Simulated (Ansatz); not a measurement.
**SiBr2: ionisation energy by level of theory**

How much energy removes an electron from SiBr2 at fixed geometry? The cation is run at each level and the neutral's energy taken from earlier runs.

Program: Ansatz 0.2.0, Gaussian basis. Level of theory: unrestricted cation, the program's frozen cores in correlated methods. These are calculated values, not measurements.

The runs, in order: UKS PBE-D4/def2-TZVPP; UKS r2SCAN-D4/def2-TZVPP; UKS PBE0-D4/def2-TZVPP; UKS B3LYP-D4/def2-TZVPP; UKS wB97X-V/def2-TZVPP; UKS wB97M-V/def2-TZVPP; UKS B2PLYP/def2-TZVPP; UHF-CCSD(T)/def2-TZVPP; UHF-MP2/def2-QZVPP; extrapolation to the limit; then −ε(HOMO) from the neutral's earlier runs with LDA (SPW92), PBE-D4, revPBE-D4, BLYP-D4, r2SCAN-D4, B97M-V, PBE0-D4, B3LYP-D4, r2SCANh-D4, r2SCAN0-D4, HSE06-D4, BHLYP-D4, CAM-B3LYP-D4, LC-ωPBE, ωB97X-V, ωB97M-V.

## 1. Structure used throughout

All runs share one geometry, relaxed beforehand with PBE0-D4 in a triple-zeta def2 set.

SMILES `Br[Si]Br`, 3 atoms, charge 0, spin multiplicity 1.

Atoms are counted from 1 here; the program's logs count them from 0.

Bond lengths: Br1–Si2 2.249 Å, Si2–Br3 2.249 Å. Angles: Br1–Si2–Br3 101.9°.

## 2. Cation, UKS PBE-D4/def2-TZVPP

in.yaml

```yaml
crystal:
  periodic: [false, false, false]
  atoms:
    - {symbol: Br, position_ang: [0.975099, 1.342079, 0.670925]}
    - {symbol: Si, position_ang: [-0.769963, 0.385735, -0.376433]}
    - {symbol: Br, position_ang: [-0.216036, -1.792614, -0.307792]}
basis:
  gaussian: {orbitals: def2-TZVPP}
total_charge: 1
magnetization: {spin_polarized: true, initial_magnetization: 1}
hamiltonian: {xc: pbe, dispersion: d4}
```

Further steps of the session: Cation, UKS r2SCAN-D4/def2-TZVPP; Cation, UKS PBE0-D4/def2-TZVPP; Cation, UKS B3LYP-D4/def2-TZVPP; Cation, UKS wB97X-V/def2-TZVPP; Cation, UKS wB97M-V/def2-TZVPP; Cation, UKS B2PLYP (frozen core)/def2-TZVPP; Cation, UHF-CCSD(T)/def2-TZVPP; Cation, UHF-MP2/def2-QZVPP.

**Question.** What will the summary of the whole plan be? Wanted: ionisation energy, CCSD(T)/CBS; nearest functional by difference; nearest −ε(HOMO); −ε(HOMO) of PBE; T1 of the cation.

As calculated:

```
                        quantity               value
  ionisation energy, CCSD(T)/CBS             9.82 eV
nearest functional by difference  ωB97M-V (-0.12 eV)
                nearest −ε(HOMO)  ωB97X-V (-0.13 eV)
                 −ε(HOMO) of PBE             6.48 eV
                T1 of the cation               0.017
```

What this shows: By cation minus neutral, the functionals miss by 0.45 eV at most. −ε(HOMO) of PBE misses by 3.3 eV, since self-interaction lifts the level. Among orbital estimates ωB97X-V comes nearest. Hartree-Fock falls 0.93 eV short, as the neutral has more correlation energy than the cation. Correlated methods include outer-core shells of Br, which these sets cover unevenly. With outer-core shells in play the reference is unsure by up to some tenths of an eV, so close misses can't be ranked.
